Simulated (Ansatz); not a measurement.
**BH₄NZn: up Jacob's ladder to CCSD(T)**

Aim: compute BH₄NZn with functionals from several rungs and with coupled cluster, and see how far each lands from CCSD(T) at the basis-set limit for the atomisation energy.

Computed with Ansatz 0.2.0, Gaussian basis. Level: functionals in def2-TZVPP, the program's frozen cores in correlated methods.

Levels to be run: LDA (SPW92), PBE-D4, revPBE-D4, BLYP-D4, r2SCAN-D4, B97M-V, PBE0-D4, B3LYP-D4, r2SCANh-D4, r2SCAN0-D4, HSE06-D4, BHLYP-D4, CAM-B3LYP-D4, LC-ωPBE, ωB97X-V, ωB97M-V, B2PLYP, PBE-QIDH; CCSD(T)/def2-SVP; CCSD(T)/def2-TZVPP; MP2/def2-QZVPP; extrapolation to the limit; RPA on PBE.

### Step 1. Structure used throughout

All runs share one geometry, relaxed beforehand with PBE0-D4 in a triple-zeta def2 set.

SMILES `[BH2][Zn][NH2]`, 7 atoms, charge 0, spin multiplicity 1.

Atoms are counted from 1 here; the program's logs count them from 0.

Bond lengths: B1–Zn2 2.035 Å, B1–H4 1.199 Å, B1–H5 1.199 Å, Zn2–N3 1.813 Å, N3–H6 1.007 Å, N3–H7 1.007 Å. Angles: Zn2–B1–H4 122.5°, Zn2–B1–H5 122.4°, H4–B1–H5 115.1°, B1–Zn2–N3 179.4°, Zn2–N3–H6 124.8°, Zn2–N3–H7 124.8°, H6–N3–H7 110.0°.

### Step 2. LDA

This LDA is Slater exchange with PW92 correlation.

The input, in.yaml:

```yaml
crystal:
  periodic: [false, false, false]
  atoms:
    - {symbol: B, position_ang: [-1.596135, 0.186388, -1.051780]}
    - {symbol: Zn, position_ang: [0.098893, -0.010122, 0.057657]}
    - {symbol: N, position_ang: [1.619810, -0.177517, 1.030427]}
    - {symbol: H, position_ang: [-2.038605, -0.708696, -1.715516]}
    - {symbol: H, position_ang: [-2.226628, 1.205653, -1.086709]}
    - {symbol: H, position_ang: [2.149367, -1.028142, 1.127285]}
    - {symbol: H, position_ang: [1.993288, 0.532426, 1.638636]}
basis:
  gaussian: {orbitals: def2-TZVPP}
hamiltonian: {xc: lda}
output: {orbitals: {seedname: orbitals}}
```

Run with:

```
$ ansatz run in.yaml --threads 2 --pin off --events-out ev --progress --plain --max-ram 4352MiB
```

After this run come: PBE-D4 (GGA); revPBE-D4 (GGA); BLYP-D4 (GGA); r2SCAN-D4 (meta-GGA); B97M-V (meta-GGA); PBE0-D4 (hybrid); B3LYP-D4 (hybrid); r2SCANh-D4 (hybrid); r2SCAN0-D4 (hybrid); HSE06-D4 (hybrid); BHLYP-D4 (hybrid); CAM-B3LYP-D4 (range-separated); LC-ωPBE (range-separated); ωB97X-V (range-separated); ωB97M-V (range-separated); B2PLYP (double hybrid); PBE-QIDH (double hybrid); CCSD(T) in def2-SVP; CCSD(T) in def2-TZVPP; MP2 in def2-QZVPP; RPA on PBE orbitals.

Before running them: what should the planned runs give, taken together? Wanted: atomisation energy, CCSD(T)/CBS; farthest beyond LDA; mean size of error, GGA; mean size of error, meta-GGA; mean size of error, hybrid; mean size of error, range-separated; mean size of error, double hybrid; gap, smallest and largest; T1 diagnostic.

The runs gave:

| quantity | value |
| --- | --- |
| atomisation energy, CCSD(T)/CBS | 1918.2 kJ/mol |
| functionals within 9.6 kJ/mol (0.5 %) | BLYP-D4, B97M-V, PBE0-D4, r2SCANh-D4, HSE06-D4, B2PLYP, PBE-QIDH |
| farthest beyond LDA | BHLYP-D4 (-43.4 kJ/mol) |
| mean size of error, GGA | 19.6 kJ/mol |
| mean size of error, meta-GGA | 13.3 kJ/mol |
| mean size of error, hybrid | 14.1 kJ/mol |
| mean size of error, range-separated | 28.7 kJ/mol |
| mean size of error, double hybrid | 8.2 kJ/mol |
| gap, smallest and largest | 2.11 eV (LDA (SPW92)), 9.38 eV (LC-ωPBE) |
| T1 diagnostic | 0.0156 |
| triples share of the correlation energy | 3.3 % |

**Reading.** LDA overbinds by 291.1 kJ/mol (15 %). PBE-D4 is off by +39.3 kJ/mol. Double hybrids carry the basis error of their MP2 part in triple zeta, and no dispersion term here, so their miss is partly the set-up's. By mean error the best rung here is double hybrid (8.2 kJ/mol) and the worst beyond LDA is range-separated (28.7 kJ/mol). Misses under about 9.6 kJ/mol are within the doubt on the reference itself, which lacks core-valence correlation, relativity and higher excitations. Hartree-Fock recovers 70 % of the binding; the rest is correlation. CCSD(T) in def2-SVP is off by -148.6 kJ/mol, more than most functionals: a good method in a small basis is no reference. Orbital gaps span 2.1 to 9.4 eV; exact exchange widens them. For Zn the d shell is correlated and the shells below it are frozen.
